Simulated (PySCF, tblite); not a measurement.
# C5H7Cl2NSi: geometry, infrared bands and NMR shifts

Aim: predict the infrared bands and NMR shifts of C5H7Cl2NSi (`C=N[Si@@H](Cl)C1=C(Cl)CC1`).

Computed with tblite 0.8.0 and PySCF 2.14.0, with density-fitted response routines of our own, on a single molecule in the gas phase. Atoms are numbered from 0 throughout.

### 1 Starting geometry

16 atoms, charge 0, multiplicity 1; geometry from: force field or distance geometry start.

Bonds of the start (Å): C0–N1 1.28, N1–Si2 1.78, Si2–Cl3 2.08, Si2–C4 1.87, C4–C5 1.31, C5–Cl6 1.78, C5–C7 1.44, C7–C8 1.50, C8–C4 1.46, C0–H9 1.06, C0–H10 1.08, Si2–H11 1.47, C7–H12 1.13, C7–H13 1.11, C8–H14 1.10, C8–H15 1.13.

### 2 Geometry optimisation with GFN2-xTB

What the job is given:

```
{"job": {"kind": "relax", "xc": "GFN2-xTB", "basis": "xTB"}, "charge": 0, "multiplicity": 1}
C      2.946300     0.434400    -0.640300
N      2.141400     1.202200    -0.000200
Si     1.071800     0.427900     1.193300
Cl     0.466300     1.716600     2.707900
C     -0.498000     0.026300     0.263600
C     -1.131200     0.559200    -0.752200
Cl    -0.810000     1.980100    -1.773500
C     -2.184900    -0.423600    -0.737900
C     -1.471600    -1.052400     0.416400
H      3.596000     0.873400    -1.351600
H      2.903800    -0.621600    -0.440300
H      1.572400    -0.865400     1.672600
H     -2.169200    -1.154100    -1.598900
H     -3.213900    -0.057600    -0.533500
H     -1.105200    -2.071700     0.228600
H     -2.121600    -0.964800     1.334700
```

On the command line:

```
> OMP_NUM_THREADS=1 python probes_run.py task.json out
```

This one command runs all jobs of the session in turn.

**Question.** This job is followed by: GFN2-xTB harmonic vibrations, gas phase; GIAO PBE0/pcSseg-1 NMR shielding, non-relativistic, gas phase. What will the session give for the following? strongest single infrared mode (GFN2-xTB); zero-point energy (GFN2-xTB); ¹³C shifts against TMS (PBE0/pcSseg-1); ¹H shifts against TMS (PBE0/pcSseg-1); ¹⁵N shifts against NH3 (PBE0/pcSseg-1); ²⁹Si shifts against TMS (PBE0/pcSseg-1); ³⁵Cl shifts against HCl (PBE0/pcSseg-1).

As calculated:

| quantity | value |
| --- | --- |
| strongest single infrared mode (GFN2-xTB) | 670 cm⁻¹, 437 km/mol |
| zero-point energy (GFN2-xTB) | 66.8 kcal/mol |
| ¹³C shifts against TMS (PBE0/pcSseg-1) | 173.7, 155.7, 149.9, 41.6, 29.1 ppm |
| ¹H shifts against TMS (PBE0/pcSseg-1) | 8.89, 8.80, 5.80, 2.90, 2.86, 2.69, 2.47 ppm |
| ¹⁵N shifts against NH3 (PBE0/pcSseg-1) | 422.4 ppm |
| ²⁹Si shifts against TMS (PBE0/pcSseg-1) | -30.3 ppm |
| ³⁵Cl shifts against HCl (PBE0/pcSseg-1) | 258, 0 ppm |

Relaxing lowered the energy by 0.822 eV in 180 steps; the close pair that moved most is C5–Cl6, from 1.779 to 1.703 Å. All 42 modes are real, so the xTB geometry is a minimum. The strongest single mode, at 670 cm⁻¹, moves mainly H11. GFN2-xTB is a fitted tight-binding method: band positions and strengths are rough. Its intensities can rank the bands wrongly. At PBE0/pcSseg-1: The widest tensor belongs to N1: span 803 ppm, with a paramagnetic part of -486 ppm.
